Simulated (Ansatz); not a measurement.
# AlH3O3 + SiH4: a complex and its separated parts, part 2 of 2

Ansatz 0.2.0, Gaussian basis.

### 13 CAM-B3LYP-D4/def2-TZVPP

The inputs:

parta/in.yaml

```yaml
crystal:
  periodic: [false, false, false]
  atoms:
    - {symbol: Al, position_ang: [0.240666, -1.298049, 0.214522]}
    - {symbol: O, position_ang: [0.630390, -1.657011, -1.385745]}
    - {symbol: O, position_ang: [1.476471, -1.309499, 1.370980]}
    - {symbol: O, position_ang: [-1.379388, -0.950882, 0.535709]}
    - {symbol: H, position_ang: [1.526522, -1.863124, -1.645159]}
    - {symbol: H, position_ang: [1.361266, -1.121668, 2.299466]}
    - {symbol: H, position_ang: [-1.725012, -0.734059, 1.398023]}
basis:
  gaussian: {orbitals: def2-TZVPP}
hamiltonian: {xc: {name: CAM-B3LYP}, dispersion: d4}
```

partb/in.yaml

```yaml
crystal:
  periodic: [false, false, false]
  atoms:
    - {symbol: H, position_ang: [0.622017, 0.825261, -0.132654]}
    - {symbol: Si, position_ang: [-0.426132, 1.786986, -0.557598]}
    - {symbol: H, position_ang: [-1.297703, 1.149831, -1.576465]}
    - {symbol: H, position_ang: [-1.243622, 2.178855, 0.617983]}
    - {symbol: H, position_ang: [0.214427, 2.993458, -1.139060]}
basis:
  gaussian: {orbitals: def2-TZVPP}
hamiltonian: {xc: {name: CAM-B3LYP}, dispersion: d4}
```

The same command starts each run, in its folder.

Started as:

```
> ansatz run in.yaml --threads 8 --pin off --events-out ev --progress --plain --max-ram 19148MiB
```

Output in parta, shortened:

```text
Functional definition: CAM-B3LYP
  name "CAM-B3LYP"
  cite "Yanai, Tew & Handy, Chem. Phys. Lett. 393, 51 (2004) doi:10.1016/j.cplett.2004.06.011"
  cite "Iikura, Tsuneda, Yanai & Hirao, J. Chem. Phys. 115, 3540 (2001) doi:10.1063/1.1383587"
  cite "Becke, Phys. Rev. A 38, 3098 (1988) doi:10.1103/PhysRevA.38.3098"
  cite "Lee, Yang & Parr, Phys. Rev. B 37, 785 (1988) doi:10.1103/PhysRevB.37.785"
[...]
  # Exact exchange under (alpha + beta erf(omega r))/r, Becke's under what is left of 1/r.
[...]
918 factors; their error is unknown
225 factors; integrals over basis functions are off by at most 1.2e-5 eV
[...]
mean field -12793.19706502 eV, -470.1413205992 hartree, gradient 4.7e-5 eV, S^2 0.000000; 0 other end points of the search recorded, 0 dependent functions left out
reference -12793.19717842 eV, -470.1413247665 hartree; 20, 20 occupied and 157, 157 virtual orbitals, 918 factors
Total energy: -12793.28346498 eV, -470.1444957391 hartree
```

Log of partb, shortened:

```text
[... 6 set-up lines as earlier in the session ...]
[...]
  # Exact exchange under (alpha + beta erf(omega r))/r, Becke's under what is left of 1/r.
[...]
527 factors; their error is unknown
147 factors; integrals over basis functions are off by at most 1.1e-5 eV
[...]
mean field -7942.76498333 eV, -291.8912293380 hartree, gradient 9.0e-6 eV, S^2 0.000000; 0 other end points of the search recorded, 0 dependent functions left out
reference -7942.76508580 eV, -291.8912331035 hartree; 9, 9 occupied and 89, 89 virtual orbitals, 527 factors
Total energy: -7942.79925488 eV, -291.8924887941 hartree
```

They took 4.1 s (parta), 0.41 s (partb) on 8 threads of Arm Neoverse V1, shared host.

### 14 wB97X-V/def2-TZVPP

The same edit goes into each in.yaml of step 13 (parta, partb):

```diff
-hamiltonian: {xc: {name: CAM-B3LYP}, dispersion: d4}
+hamiltonian: {xc: {name: wB97X-V}}
```

The same command starts each run, in its folder.

Started as:

```
> ansatz run in.yaml --threads 8 --pin off --events-out ev --progress --plain --max-ram 19148MiB
```

Output in parta, shortened:

```text
Functional definition: wB97X-V
  name "wB97X-V"
  cite "Mardirossian & Head-Gordon, Phys. Chem. Chem. Phys. 16, 9904 (2014) doi:10.1039/C3CP54374A"
[... 2 set-up lines as earlier in the session ...]
[...]
      + integral(e_c_pw_opposite_spin*poly(b97_u_opposite, cos0, cos1)) + vv10(b, c)
918 factors; their error is unknown
207 factors; integrals over basis functions are off by at most 1.0e-5 eV
[...]
mean field -12791.50148649 eV, -470.0790092375 hartree, gradient 7.3e-5 eV, S^2 0.000000; 0 other end points of the search recorded, 0 dependent functions left out
reference -12791.50148455 eV, -470.0790091660 hartree; 20, 20 occupied and 157, 157 virtual orbitals, 918 factors
Total energy: -12791.50148455 eV, -470.0790091660 hartree
```

Log of partb, shortened:

```text
[... 5 set-up lines as earlier in the session ...]
[...]
      + integral(e_c_pw_opposite_spin*poly(b97_u_opposite, cos0, cos1)) + vv10(b, c)
527 factors; their error is unknown
136 factors; integrals over basis functions are off by at most 1.0e-5 eV
[...]
mean field -7941.38122566 eV, -291.8403771815 hartree, gradient 2.9e-5 eV, S^2 0.000000; 0 other end points of the search recorded, 0 dependent functions left out
reference -7941.38122392 eV, -291.8403771177 hartree; 9, 9 occupied and 89, 89 virtual orbitals, 527 factors
Total energy: -7941.38122392 eV, -291.8403771177 hartree
```

They took 6.5 s (parta), 0.71 s (partb) on 8 threads of Arm Neoverse V1, shared host.

### 15 wB97M-V/def2-TZVPP

The same edit goes into each in.yaml of step 14 (parta, partb):

```diff
-hamiltonian: {xc: {name: wB97X-V}}
+hamiltonian: {xc: {name: wB97M-V}}
```

Each run has its own folder and the same command.

Started as:

```
> ansatz run in.yaml --threads 8 --pin off --events-out ev --progress --plain --max-ram 19148MiB
```

Log of parta, shortened:

```text
Functional definition: wB97M-V
  name "wB97M-V"
  cite "Mardirossian & Head-Gordon, J. Chem. Phys. 144, 214110 (2016) doi:10.1063/1.4952647"
[... 2 set-up lines as earlier in the session ...]
  # Of w^i u^j: cxij and so on, Table III.
[...]
  gx(w, u) = 1 - cx + cx01*u + cx10*w
[...]
      + integral(e_c_pw_mod_opposite_spin*gos(b97_w_opposite, b97_u_opposite)) + vv10(b, c)
902 factors; their error is unknown
207 factors; integrals over basis functions are off by at most 1.0e-5 eV
[...]
mean field -12792.64396110 eV, -470.1209944049 hartree, gradient 1.9e-5 eV, S^2 0.000000; 0 other end points of the search recorded, 0 dependent functions left out
reference -12792.64400878 eV, -470.1209961573 hartree; 20, 20 occupied and 157, 157 virtual orbitals, 902 factors
Total energy: -12792.64400878 eV, -470.1209961573 hartree
```

partb printed, shortened:

```text
[... 5 set-up lines as earlier in the session ...]
  # Of w^i u^j: cxij and so on, Table III.
[...]
  gx(w, u) = 1 - cx + cx01*u + cx10*w
[...]
      + integral(e_c_pw_mod_opposite_spin*gos(b97_w_opposite, b97_u_opposite)) + vv10(b, c)
527 factors; their error is unknown
136 factors; integrals over basis functions are off by at most 1.0e-5 eV
[...]
mean field -7941.54404662 eV, -291.8463607413 hartree, gradient 4.9e-5 eV, S^2 0.000000; 0 other end points of the search recorded, 0 dependent functions left out
reference -7941.54408901 eV, -291.8463622991 hartree; 9, 9 occupied and 89, 89 virtual orbitals, 527 factors
Total energy: -7941.54408901 eV, -291.8463622991 hartree
```

They took 8.5 s (parta), 0.76 s (partb) on 8 threads of Arm Neoverse V1, shared host.

### 16 B2PLYP/def2-TZVPP

The same edit goes into each in.yaml of step 15 (parta, partb):

```diff
-hamiltonian: {xc: {name: wB97M-V}}
+hamiltonian: {xc: {name: B2PLYP}}
```

The same command starts each run, in its folder.

Started as:

```
> ansatz run in.yaml --threads 8 --pin off --events-out ev --progress --plain --max-ram 19148MiB
```

parta printed, shortened:

```text
Functional definition: B2PLYP
  name "B2PLYP"
  cite "Grimme, J. Chem. Phys. 124, 034108 (2006) doi:10.1063/1.2148954"
[... 2 set-up lines as earlier in the session ...]
[...]
1099 factors; integrals over basis functions are off by at most 9.3e-4 eV
[...]
mean field -12780.86325913 eV, -469.6880615926 hartree, gradient 9.4e-6 eV, S^2 0.000000; 0 other end points of the search recorded, 0 dependent functions left out
8 core orbitals not correlated: weight in the atoms' cores, before any rotation towards them, 1.000 or more for the frozen orbitals, at most 0.000 for the correlated occupied ones
reference -12780.86340513 eV, -469.6880669583 hartree; 12, 12 occupied and 157, 157 virtual orbitals, 1099 factors
second order -26.18046336 eV of doubles, -0.00000000 eV of singles
Total energy: -12787.93213024 eV, -469.9478378147 hartree
```

Output in partb, shortened:

```text
[... 5 set-up lines as earlier in the session ...]
[...]
537 factors; integrals over basis functions are off by at most 7.4e-4 eV
[...]
mean field -7937.89731067 eV, -291.7123456672 hartree, gradient 2.5e-6 eV, S^2 0.000000; 0 other end points of the search recorded, 0 dependent functions left out
5 core orbitals not correlated: weight in the atoms' cores, before any rotation towards them, 1.000 or more for the frozen orbitals, at most 0.000 for the correlated occupied ones
reference -7937.89744382 eV, -291.7123505603 hartree; 4, 4 occupied and 89, 89 virtual orbitals, 537 factors
second order -4.78237450 eV of doubles, -0.00000000 eV of singles
Total energy: -7939.18868494 eV, -291.7598027960 hartree
```

Times: 2.9 s (parta), 0.41 s (partb) on 8 threads of Arm Neoverse V1, shared host.

### 17 PBE-QIDH/def2-TZVPP

Each input of step 16 (parta, partb) changes in the same lines:

```diff
-hamiltonian: {xc: {name: B2PLYP}}
+hamiltonian: {xc: {name: PBE-QIDH}}
```

The same command starts each run, in its folder.

Started as:

```
> ansatz run in.yaml --threads 8 --pin off --events-out ev --progress --plain --max-ram 19148MiB
```

Output in parta, shortened:

```text
Functional definition: PBE-QIDH
  name "PBE-QIDH"
  cite "Brémond, Sancho-García, Pérez-Jiménez & Adamo, J. Chem. Phys. 141, 031101 (2014) doi:10.1063/1.4890314"
[... 1 set-up line as earlier in the session ...]
[...]
1099 factors; integrals over basis functions are off by at most 9.3e-4 eV
[...]
mean field -12773.90682883 eV, -469.4324174944 hartree, gradient 4.3e-6 eV, S^2 0.000000; 0 other end points of the search recorded, 0 dependent functions left out
8 core orbitals not correlated: weight in the atoms' cores, before any rotation towards them, 1.000 or more for the frozen orbitals, at most 0.000 for the correlated occupied ones
reference -12773.90684057 eV, -469.4324179259 hartree; 12, 12 occupied and 157, 157 virtual orbitals, 1099 factors
second order -24.32005766 eV of doubles, -0.00000000 eV of singles
Total energy: -12782.01352646 eV, -469.7303331374 hartree
```

Log of partb, shortened:

```text
[... 4 set-up lines as earlier in the session ...]
[...]
537 factors; integrals over basis functions are off by at most 7.4e-4 eV
[...]
mean field -7935.34619206 eV, -291.6185937875 hartree, gradient 4.5e-6 eV, S^2 0.000000; 0 other end points of the search recorded, 0 dependent functions left out
5 core orbitals not correlated: weight in the atoms' cores, before any rotation towards them, 1.000 or more for the frozen orbitals, at most 0.000 for the correlated occupied ones
reference -7935.34620264 eV, -291.6185941761 hartree; 4, 4 occupied and 89, 89 virtual orbitals, 537 factors
second order -4.44766308 eV of doubles, -0.00000000 eV of singles
Total energy: -7936.82875700 eV, -291.6730770438 hartree
```

Wall times: 1.4 s (parta), 0.35 s (partb) on 8 threads of Arm Neoverse V1, shared host.

### 18 RPA on PBE/def2-TZVPP

The same edit goes into each in.yaml of step 17 (parta, partb):

```diff
-hamiltonian: {xc: {name: PBE-QIDH}}
+hamiltonian: {xc: pbe}
+correlation: {method: rpa}
```

One command serves all of them, each in its own folder.

Started as:

```
> ansatz run in.yaml --threads 8 --pin off --events-out ev --progress --plain --max-ram 19148MiB
```

Log of parta, shortened:

```text
[... 4 set-up lines as earlier in the session ...]
[...]
1099 factors; integrals over basis functions are off by at most 9.3e-4 eV
[...]
mean field -12784.46308146 eV, -469.8203526234 hartree, gradient 8.5e-6 eV, S^2 0.000000; 0 other end points of the search recorded, 0 dependent functions left out
8 core orbitals not correlated: weight in the atoms' cores, before any rotation towards them, 1.000 or more for the frozen orbitals, at most 0.000 for the correlated occupied ones
reference -12748.72349285 eV, -468.5069469671 hartree; 12, 12 occupied and 157, 157 virtual orbitals, 1099 factors
Total energy: -12781.83888551 eV, -469.7239152008 hartree
```

partb printed, shortened:

```text
[... 4 set-up lines as earlier in the session ...]
[...]
537 factors; integrals over basis functions are off by at most 7.4e-4 eV
[...]
mean field -7938.15278598 eV, -291.7217342116 hartree, gradient 6.2e-7 eV, S^2 0.000000; 0 other end points of the search recorded, 0 dependent functions left out
5 core orbitals not correlated: weight in the atoms' cores, before any rotation towards them, 1.000 or more for the frozen orbitals, at most 0.000 for the correlated occupied ones
reference -7925.04986318 eV, -291.2402106801 hartree; 4, 4 occupied and 89, 89 virtual orbitals, 537 factors
Total energy: -7933.57989205 eV, -291.5536834593 hartree
```

They took 1.7 s (parta), 0.45 s (partb) on 8 threads of Arm Neoverse V1, shared host.

### 19 CCSD(T)/def2-TZVPP

Each input of step 18 (parta, partb) changes in the same lines:

```diff
-hamiltonian: {xc: pbe}
-correlation: {method: rpa}
+correlation: {method: ccsd_t}
```

One command serves all of them, each in its own folder.

Started as:

```
> ansatz run in.yaml --threads 8 --pin off --events-out ev --progress --plain --max-ram 19148MiB
```

Log of parta, shortened:

```text
Functional definition: HF
  name "HF"
  cite "Fock, Z. Phys. 61, 126 (1930) doi:10.1007/BF01340294"
[... 1 set-up line as earlier in the session ...]
[...]
1099 factors; integrals over basis functions are off by at most 9.3e-4 eV
[...]
mean field -12749.96691568 eV, -468.5526419131 hartree, gradient 2.2e-6 eV, S^2 0.000000; 0 other end points of the search recorded, 0 dependent functions left out
8 core orbitals not correlated: weight in the atoms' cores, before any rotation towards them, 1.000 or more for the frozen orbitals, at most 0.000 for the correlated occupied ones
reference -12749.96691568 eV, -468.5526419131 hartree; 12, 12 occupied and 157, 157 virtual orbitals, 1099 factors
second order -21.83811333 eV of doubles, -0.00000000 eV of singles
cycle   1  -21.49177848 eV  change    3.5e-1 eV  update   9.4e-2
[...]
cycle   9  -22.01680037 eV  change   -1.9e-6 eV  update   1.5e-5
perturbative correction -0.74219278 eV, -0.0272750815 hartree
Total energy: -12772.72590882 eV, -469.3890194847 hartree
```

partb printed, shortened:

```text
[... 4 set-up lines as earlier in the session ...]
[...]
537 factors; integrals over basis functions are off by at most 7.4e-4 eV
[...]
mean field -7925.54426644 eV, -291.2583796648 hartree, gradient 1.8e-6 eV, S^2 0.000000; 0 other end points of the search recorded, 0 dependent functions left out
5 core orbitals not correlated: weight in the atoms' cores, before any rotation towards them, 1.000 or more for the frozen orbitals, at most 0.000 for the correlated occupied ones
reference -7925.54426644 eV, -291.2583796648 hartree; 4, 4 occupied and 89, 89 virtual orbitals, 537 factors
second order -3.90715819 eV of doubles, -0.00000000 eV of singles
cycle   1  -4.49743050 eV  change   -5.9e-1 eV  update   5.5e-2
[...]
cycle   8  -4.71914408 eV  change   -7.0e-7 eV  update   3.7e-6
perturbative correction -0.10443971 eV, -0.0038380887 hartree
Total energy: -7930.36785024 eV, -291.4356430998 hartree
```

They took 14 s (parta), 0.56 s (partb) on 8 threads of Arm Neoverse V1, shared host; peak memory 1.7 GiB.

### 20 Vibrations of AlH3O3

Input file vib-parta/in.yaml:

```yaml
crystal:
  periodic: [false, false, false]
  atoms:
    - {symbol: Al, position_ang: [0.240666, -1.298049, 0.214522]}
    - {symbol: O, position_ang: [0.630390, -1.657011, -1.385745]}
    - {symbol: O, position_ang: [1.476471, -1.309499, 1.370980]}
    - {symbol: O, position_ang: [-1.379388, -0.950882, 0.535709]}
    - {symbol: H, position_ang: [1.526522, -1.863124, -1.645159]}
    - {symbol: H, position_ang: [1.361266, -1.121668, 2.299466]}
    - {symbol: H, position_ang: [-1.725012, -0.734059, 1.398023]}
basis:
  gaussian: {orbitals: def2-TZVP}
hamiltonian: {xc: pbe0, dispersion: d4}
phonons: {temperatures: {t_min: 298.15, t_max: 900, t_step: 200}}
```

Started as:

```
> ansatz run in.yaml --threads 8 --pin off --events-out ev --progress --plain --max-ram 19148MiB
```

The log of the run, shortened:

```text
[... 5 set-up lines as earlier in the session ...]
[...]
864 factors; their error is unknown
[...]
mean field -12784.88417213 eV, -469.8358274200 hartree, gradient 6.2e-5 eV, S^2 0.000000; 0 other end points of the search recorded, 0 dependent functions left out
[...]
Atom 4 at     1.526522    -1.863124    -1.645159 Å, force     0.000092    -0.000197     0.000250 eV/Å
Atom 5 at     1.361266    -1.121668     2.299466 Å, force     0.000227     0.000266     0.000274 eV/Å
Atom 6 at    -1.725012    -0.734059     1.398023 Å, force    -0.000176     0.000222    -0.000017 eV/Å
Dipole moment:     0.130449     0.072990     0.533359 e Å
Vibrations: 229.45 229.93 239.22 292.04 322.63 349.76 567.47 629.27 653.81 722.89 925.14 959.31 3967.28 3978.69 3985.73 cm⁻¹, zero-point energy 1.119119 eV
```

It took 32 s on 8 threads of Arm Neoverse V1, shared host.

The modes, with what each moves most:

```tsv
mode	wavenumber (cm⁻¹)	character
1	229	bend
2	230	torsion
3	239	bend
4	292	torsion
5	323	torsion
6	350	torsion
7	567	bend
8	629	bend
9	654	bend
10	723	Al–O stretch with bend
11	925	Al–O stretch
12	959	Al–O stretch
13	3967	O–H stretch
14	3979	O–H stretch
15	3986	O–H stretch
```

Vibrational sums (real modes only):

```tsv
T (K)	entropy (J/mol/K)	heat capacity (J/mol/K)
298	47.2	62.5
498	84.6	81.7
698	113.6	90.0
898	136.9	95.0
```

### 21 Vibrations of SiH4

Input file vib-partb/in.yaml:

```yaml
crystal:
  periodic: [false, false, false]
  atoms:
    - {symbol: H, position_ang: [0.622017, 0.825261, -0.132654]}
    - {symbol: Si, position_ang: [-0.426132, 1.786986, -0.557598]}
    - {symbol: H, position_ang: [-1.297703, 1.149831, -1.576465]}
    - {symbol: H, position_ang: [-1.243622, 2.178855, 0.617983]}
    - {symbol: H, position_ang: [0.214427, 2.993458, -1.139060]}
basis:
  gaussian: {orbitals: def2-TZVP}
hamiltonian: {xc: pbe0, dispersion: d4}
phonons: {temperatures: {t_min: 298.15, t_max: 900, t_step: 200}}
```

Started as:

```
> ansatz run in.yaml --threads 8 --pin off --events-out ev --progress --plain --max-ram 19148MiB
```

The log of the run, shortened:

```text
[... 5 set-up lines as earlier in the session ...]
[...]
444 factors; their error is unknown
[...]
mean field -7939.08539865 eV, -291.7560070949 hartree, gradient 3.0e-5 eV, S^2 0.000000; 0 other end points of the search recorded, 0 dependent functions left out
[...]
Atom 2 at    -1.297703     1.149831    -1.576465 Å, force    -0.003376    -0.001342    -0.003192 eV/Å
Atom 3 at    -1.243622     2.178855     0.617983 Å, force    -0.002518     0.001086     0.002690 eV/Å
Atom 4 at     0.214427     2.993458    -1.139060 Å, force     0.002268     0.001627    -0.000919 eV/Å
Dipole moment:     0.000067     0.000112    -0.000043 e Å
Vibrations: 906.46 906.57 906.62 968.31 968.56 2236.25 2245.70 2245.90 2246.20 cm⁻¹, zero-point energy 0.844988 eV
```

It took 4.6 s on 8 threads of Arm Neoverse V1, shared host.

The modes, with what each moves most:

```tsv
mode	wavenumber (cm⁻¹)	character
1	906	bend
2	907	bend
3	907	bend
4	968	bend
5	969	bend
6	2236	Si–H stretch
7	2246	Si–H stretch
8	2246	Si–H stretch
9	2246	Si–H stretch
```

Vibrational sums (real modes only):

```tsv
T (K)	entropy (J/mol/K)	heat capacity (J/mol/K)
298	2.6	9.7
498	11.5	25.7
698	22.2	38.0
898	32.9	47.1
```

### 22 Complex less separated parts

The complex's own energies come from single points at the same levels.

Rows are in def2-TZVPP; times add the 3 runs of a level on a shared host, so small differences are noise.

Differences are taken before rounding.

```tsv
method	rung	complex less parts (eV)	from CCSD(T) (eV)	time
SPW92	LDA	-0.369	-0.216	1.7 s
PBE-D4	GGA	-0.223	-0.070	2.4 s
BLYP-D4	GGA	-0.158	-0.005	2.2 s
r2SCAN-D4	meta-GGA	-0.220	-0.067	4.8 s
B97M-V	meta-GGA	-0.193	-0.040	9.2 s
PBE0-D4	hybrid	-0.213	-0.060	3.4 s
B3LYP-D4	hybrid	-0.169	-0.016	3 s
r2SCAN0-D4	hybrid	-0.215	-0.062	6 s
BHLYP-D4	hybrid	-0.187	-0.034	6.4 s
CAM-B3LYP-D4	range-separated hybrid	-0.168	-0.015	6.8 s
wB97X-V	range-separated hybrid	-0.183	-0.030	13 s
wB97M-V	range-separated hybrid	-0.203	-0.050	15 s
B2PLYP	double hybrid	-0.079	+0.074	7.1 s
PBE-QIDH	double hybrid	-0.157	-0.004	5.7 s
RPA on PBE	RPA	-0.109	+0.043	6.5 s
Hartree-Fock	wavefunction	0.056	+0.208	
MP2	wavefunction	-0.144	+0.009	
CCSD	wavefunction	-0.120	+0.033	
CCSD(T)	wavefunction	-0.153	0	2.7 min
```

Among the levels timed on like hardware and quicker than the yardstick, those that no quicker one beats, quickest first: SPW92 (1.7 s, -0.216 eV); BLYP-D4 (2.2 s, -0.005 eV); PBE-QIDH (5.7 s, -0.004 eV).

PBE-QIDH reaches 0.004 eV from the reference in 5.7 s, where CCSD(T) took 2.7 min; the quickest level in the cost chart, SPW92, takes 1.7 s and misses by 0.216 eV.

The complex's zero-point energy, from a separate PBE0-D4 run, is 2.019 eV.

### 23 Summary of results

What follows sums up all 2 parts.

| quantity | value |
| --- | --- |
| complex less parts, CCSD(T)/def2-TZVPP | -0.153 eV |
| with zero-point energy | -0.098 eV |
| largest T1 diagnostic | 0.012 |

At CCSD(T) the complex lies 0.153 eV below its parts. The functionals run from PBE-QIDH, off by -0.004 eV, to SPW92, off by -0.216 eV, against CCSD(T). By rung, the mean size of the error is: LDA 0.216, GGA 0.038, meta-GGA 0.053, hybrid 0.043, range-separated hybrid 0.032, double hybrid 0.039 eV. PBE-D4 gives a relative energy 0.070 eV too low, outside chemical accuracy (1 kcal/mol, 0.043 eV). No counterpoise was applied, and triple zeta lacks some correlation, so the CCSD(T) reference has a basis error of its own, and close matches with it are partly luck.
